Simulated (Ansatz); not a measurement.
**CH₄FGaSi: small, medium and large basis sets**

The task here is to estimate one member of a computed series from the others.

Method: one geometry, several basis sets; program: Ansatz 0.2.0, Gaussian basis.

Levels to be run: PBE0-D4/def2-SVP; ωB97M-V/def2-SVP; PBE0-D4/def2-QZVPP; ωB97M-V/def2-QZVPP; the functionals' def2-TZVPP values are taken from earlier runs.

### Structure used throughout

The geometry comes from an earlier relaxation with PBE0-D4 in a triple-zeta def2 set; it is a stationary point, not always the lowest conformer.

SMILES `F[SiH]1[CH2][GaH]1`, 8 atoms, charge 0, spin multiplicity 1.

Atoms are counted from 1 here; the program's logs count them from 0.

Bond lengths: F1–Si2 1.602 Å, Si2–C3 1.839 Å, Si2–Ga4 2.299 Å, Si2–H5 1.484 Å, C3–Ga4 2.065 Å, C3–H6 1.102 Å, C3–H7 1.089 Å, Ga4–H8 1.556 Å. Angles: F1–Si2–C3 122.8°, F1–Si2–Ga4 134.6°, F1–Si2–H5 107.6°, C3–Si2–Ga4 58.6°, C3–Si2–H5 111.7°, Ga4–Si2–H5 112.7°, Si2–C3–Ga4 71.9°, Si2–C3–H6 114.2°, Si2–C3–H7 124.7°, Ga4–C3–H6 94.1°, Ga4–C3–H7 136.7°, H6–C3–H7 109.3°, Si2–Ga4–C3 49.5°, Si2–Ga4–H8 177.9°, C3–Ga4–H8 132.2°.

Geometry (Å):

```
F    -1.7346    1.7810   -0.2955
Si   -0.6830    0.6235   -0.6450
C     0.7845    0.2606    0.4023
Ga   -0.2814   -1.4913    0.1625
H    -0.3150    0.7700   -2.0757
H     0.5926    0.3225    1.4856
H     1.7958    0.6070    0.1952
H    -0.0668   -2.9302    0.7147
```

Set-up of the first run:

Contents of in.yaml:

```yaml
crystal:
  periodic: [false, false, false]
  atoms:
    - {symbol: F, position_ang: [-1.734557, 1.780981, -0.295501]}
    - {symbol: Si, position_ang: [-0.683016, 0.623478, -0.645046]}
    - {symbol: C, position_ang: [0.784545, 0.260562, 0.402310]}
    - {symbol: Ga, position_ang: [-0.281440, -1.491268, 0.162537]}
    - {symbol: H, position_ang: [-0.315009, 0.769986, -2.075661]}
    - {symbol: H, position_ang: [0.592619, 0.322502, 1.485625]}
    - {symbol: H, position_ang: [1.795764, 0.607000, 0.195178]}
    - {symbol: H, position_ang: [-0.066805, -2.930241, 0.714657]}
basis:
  gaussian: {orbitals: def2-SVP}
hamiltonian: {xc: pbe0, dispersion: d4}
output: {orbitals: {seedname: orbitals}}
```

Run with:

```console
> ansatz run in.yaml --threads 2 --pin off --events-out ev --progress --plain --max-ram 4352MiB
```

Among the steps run: PBE0-D4 in def2-SVP; ωB97M-V in def2-SVP; PBE0-D4 in def2-QZVPP; ωB97M-V in def2-QZVPP.

One of the session's tables, all rows but one given; the rest of the session is left out.

| functional | basis | HOMO (eV) | LUMO (eV) |
| --- | --- | --- | --- |
| PBE0-D4 | def2-SVP | -6.25 | -2.07 |
| PBE0-D4 | def2-TZVPP | ? | ? |
| PBE0-D4 | def2-QZVPP | -6.31 | -2.14 |
| ωB97M-V | def2-SVP | -8.23 | -0.27 |
| ωB97M-V | def2-TZVPP | -8.29 | -0.33 |
| ωB97M-V | def2-QZVPP | -8.31 | -0.44 |

Q: Estimate the row for PBE0-D4, def2-TZVPP from the others.

The run gave: HOMO (eV): -6.29; LUMO (eV): -2.11. In the column «HOMO (eV)» it lies between PBE0-D4, def2-QZVPP (-6.31) and PBE0-D4, def2-SVP (-6.25).
